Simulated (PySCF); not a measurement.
**One shape, several levels: CH6BNO2 (SMILES OBNCO)**

We compute a comparison of 5 runs (BLYP/def2-SVP, PBE/def2-SVP, SVWN5/def2-SVP, revPBE/def2-SVP, CCSD(T)/def2-SVP) of CH6BNO2. Input form: a Python script.

The calculation is run with PySCF 2.14.0.

1 further run of the same task is left out (set aside as unsound or not needed).

## 1. Starting point

CH6BNO2: 11 atoms, total charge 0, spin state singlet. As SMILES, `OBNCO`. The N3–C4 distance was set to 2.134 Å, away from the relaxed value. At this shape a bond of the SMILES string is far longer than usual.

Bond lengths: O1–B2 1.362 Å, B2–N3 1.416 Å, C4–O5 1.424 Å, O1–H6 0.965 Å, B2–H7 1.197 Å, N3–H8 1.004 Å, C4–H9 1.100 Å, C4–H10 1.096 Å, O5–H11 0.962 Å. Angles: O1–B2–N3 121.8°, O1–B2–H7 118.8°, N3–B2–H7 119.3°, B2–O1–H6 111.4°, B2–N3–H8 119.6°, C4–O5–H11 108.4°, O5–C4–H9 108.7°, O5–C4–H10 110.7°, H9–C4–H10 108.2°. A long bond or contact: N3–C4 2.134 Å.

## 2. The energy at BLYP/def2-SVP (run 1)

calc.py reads:

```python
from pyscf import gto, dft

mol = gto.M(
    atom='''
O       -0.307397       2.023607       1.215481
B       -0.093097       0.932607       2.002181
N        0.099203      -0.358193       1.453081
C       -0.074500      -0.827100      -0.621300
O        0.833500      -0.016400      -1.360600
H       -0.087997       1.841007       0.294181
H       -0.077597       1.072207       3.191081
H        0.401903      -1.109393       2.046281
H       -1.095800      -0.629000      -0.978300
H        0.142100      -1.890000      -0.774600
H        0.672700      -0.158500      -2.298200
''',
    basis='def2-svp',
    verbose=4,
    max_memory=1860,
)

calc0 = dft.RKS(mol, xc='blyp')
calc0.grids.level = 5
calc0.conv_tol = 1e-10
calc0.kernel()
if not calc0.converged:
    calc0 = calc0.newton().run(calc0.mo_coeff, calc0.mo_occ)

e_tot = calc0.e_tot
print('E = %.10f Eh' % e_tot)
```

Run with:

```
$ OMP_NUM_THREADS=1 python calc.py
```

Output:

```text
PySCF version 2.14.0

[... 87 lines left out ...]
converged SCF energy = -271.454995087836
E = -271.4549950878 Eh
```

Wall time 28 s (1 thread of Intel Xeon at 2.70GHz, shared host); peak memory 0.52 GiB.

## 3. A single-point energy at PBE/def2-SVP (run 2)

job.py reads:

```python
from pyscf import gto, dft

mol = gto.Mole()
mol.atom = '''
O       -0.307397       2.023607       1.215481
B       -0.093097       0.932607       2.002181
N        0.099203      -0.358193       1.453081
C       -0.074500      -0.827100      -0.621300
O        0.833500      -0.016400      -1.360600
H       -0.087997       1.841007       0.294181
H       -0.077597       1.072207       3.191081
H        0.401903      -1.109393       2.046281
H       -1.095800      -0.629000      -0.978300
H        0.142100      -1.890000      -0.774600
H        0.672700      -0.158500      -2.298200
'''
mol.verbose = 3
mol.charge = 0
mol.basis = 'def2-svp'
mol.spin = 0
mol.max_memory = 1860
mol.build()

mf = dft.RKS(mol)
mf.xc = 'pbe'
mf.conv_tol = 1e-10
mf.grids.level = 5
mf.kernel()
if not mf.converged:
    mf = mf.newton().run(mf.mo_coeff, mf.mo_occ)

e_tot = mf.e_tot
print('Final energy', e_tot)
```

Run with:

```
$ OMP_NUM_THREADS=1 python job.py
```

Output:

```text
converged SCF energy = -271.212406799847
Final energy -271.2124067998471
```

It took 32 s on 1 thread of Intel Xeon at 2.70GHz, shared host; peak memory 0.52 GiB.

Runs 3 to 4 aren't shown in full; the table further down has their settings and results.

## 4. The energy at CCSD(T)/def2-SVP (run 5)

input.py reads:

```python
from pyscf import gto, cc

system = gto.M(
    atom=[
    ('O', (-0.307397, 2.023607, 1.215481)),
    ('B', (-0.093097, 0.932607, 2.002181)),
    ('N', (0.099203, -0.358193, 1.453081)),
    ('C', (-0.074500, -0.827100, -0.621300)),
    ('O', (0.833500, -0.016400, -1.360600)),
    ('H', (-0.087997, 1.841007, 0.294181)),
    ('H', (-0.077597, 1.072207, 3.191081)),
    ('H', (0.401903, -1.109393, 2.046281)),
    ('H', (-1.095800, -0.629000, -0.978300)),
    ('H', (0.142100, -1.890000, -0.774600)),
    ('H', (0.672700, -0.158500, -2.298200)),
],
    verbose=3,
    charge=0,
    max_memory=1860,
    basis='def2-svp',
)

calc0 = system.RHF()
calc0.conv_tol = 1e-10
calc0.kernel()
if not calc0.converged:
    calc0 = calc0.newton().run(calc0.mo_coeff, calc0.mo_occ)

mycc = cc.CCSD(calc0, frozen=5)
mycc.kernel()
e_t = mycc.ccsd_t()
e_final = mycc.e_tot + e_t
print(f'total energy: {e_final:.8f} hartree')
```

Run with:

```
$ OMP_NUM_THREADS=1 python input.py
```

Output:

```text
converged SCF energy = -269.964528658077
E(CCSD) = -270.7862052704669  E_corr = -0.821676612390274
CCSD(T) correction = -0.0256661220165888
total energy: -270.81187139 hartree
```

Run time: 69 s. Hardware: 1 thread of Intel Xeon at 2.70GHz, shared host; peak memory 0.76 GiB.

## 5. Overview of the runs

| run | level | integration grid | frozen core orbitals | energy (Eh) | dipole moment (D) of the reference | HOMO energy (eV) | LUMO energy (eV) | wall time |
| --- | --- | --- | --- | --- | --- | --- | --- | --- |
| 1 | BLYP/def2-SVP | 5 | – | -271.454995 | 4.98 | -5.29 | -2.62 | 28 s |
| 2 | PBE/def2-SVP | 5 | – | -271.212407 | 5.02 | -5.45 | -2.76 | 32 s |
| 3 | SVWN5/def2-SVP | 5 | – | -269.346545 | 5.15 | -5.60 | -2.91 | 17 s |
| 4 | revPBE/def2-SVP | 5 | – | -271.451362 | 4.99 | -5.41 | -2.70 | 31 s |
| 5 | CCSD(T)/def2-SVP | – | 5 | -270.811871 | 5.67 | -10.60 | 2.61 | 69 s |

## 6. Summary of results

| quantity | value |
| --- | --- |
| run 5: total energy | -270.81187 Eh |
| run 5: dipole moment (Hartree–Fock density) | 5.67 D |
| run 5: HOMO energy (Hartree–Fock orbitals) | -10.60 eV |
| run 5: LUMO energy (Hartree–Fock orbitals) | 2.61 eV |
| run 5: HOMO–LUMO gap (Hartree–Fock orbitals) | 13.22 eV |
| run 5: correlation energy (5 core orbitals frozen) | -847.3 mEh |
| run 5: (T) correction | -25.67 mEh |
| run 5: T1 diagnostic | 0.016 |

In words: Over runs 1, 2, 3, 4 the dipole moment (its size) runs from 4.98 D (BLYP/def2-SVP) to 5.15 D (SVWN5/def2-SVP). Over runs 1, 2, 3, 4 the HOMO–LUMO gap runs from 2.67 eV (BLYP/def2-SVP) to 2.71 eV (revPBE/def2-SVP). Totals of different functionals can't be ranked against each other. All runs together took 2.9 min, the longest 69 s.
